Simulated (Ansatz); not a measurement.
**C₃H₉GaGe: one species, many methods**

How much do the methods differ for C₃H₉GaGe? The plan is to run it at one geometry with functionals of several rungs and with coupled cluster, and see how far each lands from CCSD(T) at the basis-set limit for the atomisation energy.

Method: functionals in def2-TZVPP, the program's frozen cores in correlated methods; program: Ansatz 0.2.0, Gaussian basis.

The runs, in order: LDA (SPW92), PBE-D4, revPBE-D4, BLYP-D4, r2SCAN-D4, B97M-V, PBE0-D4, B3LYP-D4, r2SCANh-D4, r2SCAN0-D4, HSE06-D4, BHLYP-D4, CAM-B3LYP-D4, LC-ωPBE, ωB97X-V, ωB97M-V, B2PLYP, PBE-QIDH; CCSD(T)/def2-SVP; CCSD(T)/def2-TZVPP; MP2/def2-QZVPP; extrapolation to the limit; RPA on PBE.

## (1) Structure used throughout

All runs share one geometry, relaxed beforehand with PBE0-D4 in a triple-zeta def2 set.

14 atoms, charge 0, spin multiplicity 1.

Atoms are counted from 1 here; the program's logs count them from 0.

Bond lengths: Ga1–C2 1.949 Å, Ga1–H6 1.570 Å, Ga1–H7 1.575 Å, C2–Ge3 1.937 Å, C2–C4 1.523 Å, C2–C5 1.523 Å, Ge3–H8 1.541 Å, Ge3–H9 1.545 Å, Ge3–H10 1.541 Å, C4–C5 1.481 Å, C4–H11 1.085 Å, C4–H12 1.085 Å, C5–H13 1.085 Å, C5–H14 1.085 Å. Angles: C2–Ga1–H6 122.3°, C2–Ga1–H7 116.3°, H6–Ga1–H7 121.4°, Ga1–C2–Ge3 119.0°, Ga1–C2–C4 116.1°, Ga1–C2–C5 116.1°, Ge3–C2–C4 116.5°, Ge3–C2–C5 116.5°, C4–C2–C5 58.2°, C2–Ge3–H8 110.9°, C2–Ge3–H9 108.9°, C2–Ge3–H10 110.9°, H8–Ge3–H9 108.8°, H8–Ge3–H10 108.4°, H9–Ge3–H10 108.8°, C2–C4–C5 60.9°, C2–C4–H11 117.7°, C2–C4–H12 118.6° and more.

## (2) LDA

This LDA is Slater exchange with PW92 correlation.

File in.yaml:

```yaml
crystal:
  periodic: [false, false, false]
  atoms:
    - {symbol: Ga, position_ang: [-1.384366, 1.513349, -0.341850]}
    - {symbol: C, position_ang: [-0.088714, 0.090715, -0.030092]}
    - {symbol: Ge, position_ang: [0.894040, 0.065993, 1.639240]}
    - {symbol: C, position_ang: [-0.416492, -1.262595, -0.646899]}
    - {symbol: C, position_ang: [0.644440, -0.430126, -1.259155]}
    - {symbol: H, position_ang: [-1.660590, 2.642073, 0.713357]}
    - {symbol: H, position_ang: [-2.148009, 1.473423, -1.719320]}
    - {symbol: H, position_ang: [1.724542, 1.352815, 1.807005]}
    - {symbol: H, position_ang: [1.849583, -1.148067, 1.640297]}
    - {symbol: H, position_ang: [-0.064429, -0.054405, 2.839505]}
    - {symbol: H, position_ang: [-0.114960, -2.151724, -0.102409]}
    - {symbol: H, position_ang: [-1.352353, -1.376210, -1.184368]}
    - {symbol: H, position_ang: [0.442342, 0.032171, -2.219908]}
    - {symbol: H, position_ang: [1.674945, -0.747401, -1.135402]}
basis:
  gaussian: {orbitals: def2-TZVPP}
hamiltonian: {xc: lda}
output: {orbitals: {seedname: orbitals}}
```

Run with:

```sh
$ ansatz run in.yaml --threads 2 --pin off --events-out ev --progress --plain --max-ram 32768MiB --backend cuda --devices 0, --max-vram 18GiB
```

The runs that follow: PBE-D4 (GGA); revPBE-D4 (GGA); BLYP-D4 (GGA); r2SCAN-D4 (meta-GGA); B97M-V (meta-GGA); B3LYP-D4 (hybrid); r2SCANh-D4 (hybrid); r2SCAN0-D4 (hybrid); HSE06-D4 (hybrid); BHLYP-D4 (hybrid); CAM-B3LYP-D4 (range-separated); LC-ωPBE (range-separated); ωB97X-V (range-separated); ωB97M-V (range-separated); B2PLYP (double hybrid); PBE-QIDH (double hybrid); CCSD(T) in def2-SVP; CCSD(T) in def2-TZVPP; MP2 in def2-QZVPP; RPA on PBE orbitals.

Before running them: what should the planned runs give, taken together? Wanted: atomisation energy, CCSD(T)/CBS; farthest beyond LDA; mean size of error, GGA; mean size of error, meta-GGA; mean size of error, hybrid; mean size of error, range-separated; mean size of error, double hybrid; gap, smallest and largest; T1 diagnostic.

**Answer**, as computed:

| quantity | value |
| --- | --- |
| atomisation energy, CCSD(T)/CBS | 4694.6 kJ/mol |
| functionals within 46.9 kJ/mol (1.0 %) | PBE-D4, r2SCAN-D4, B97M-V, PBE0-D4, B3LYP-D4, r2SCANh-D4, r2SCAN0-D4, HSE06-D4, CAM-B3LYP-D4, LC-ωPBE, ωB97X-V, ωB97M-V, PBE-QIDH |
| farthest beyond LDA | BHLYP-D4 (-123.3 kJ/mol) |
| mean size of error, GGA | 61.9 kJ/mol |
| mean size of error, meta-GGA | 15.4 kJ/mol |
| mean size of error, hybrid | 36.3 kJ/mol |
| mean size of error, range-separated | 13.3 kJ/mol |
| mean size of error, double hybrid | 43.4 kJ/mol |
| gap, smallest and largest | 3.95 eV (LDA (SPW92)), 10.73 eV (LC-ωPBE) |
| T1 diagnostic | 0.0117 |
| triples share of the correlation energy | 4.0 % |

In words: The LDA atomisation energy is off by 626.9 kJ/mol (13 %): it overbinds. PBE-D4 is off by +32.1 kJ/mol. Double hybrids carry the basis error of their MP2 part in triple zeta, and no dispersion term here, so their miss is partly the set-up's. The rungs range-separated, meta-GGA, hybrid, double hybrid miss on average by less than the doubt on the reference (46.9 kJ/mol), so they tie. The reference freezes the cores and leaves out relativity and excitations past (T), and its outer-core shells are covered unevenly, so misses under about 46.9 kJ/mol can't be ranked. Hartree-Fock recovers 74 % of the binding; the rest is correlation. CCSD(T) in def2-SVP is off by -211.6 kJ/mol, so the small basis spoils what the method gains. Orbital gaps span 4.0 to 10.7 eV; exact exchange widens them. Correlated methods include outer-core shells of Ga, Ge, which these sets cover unevenly.
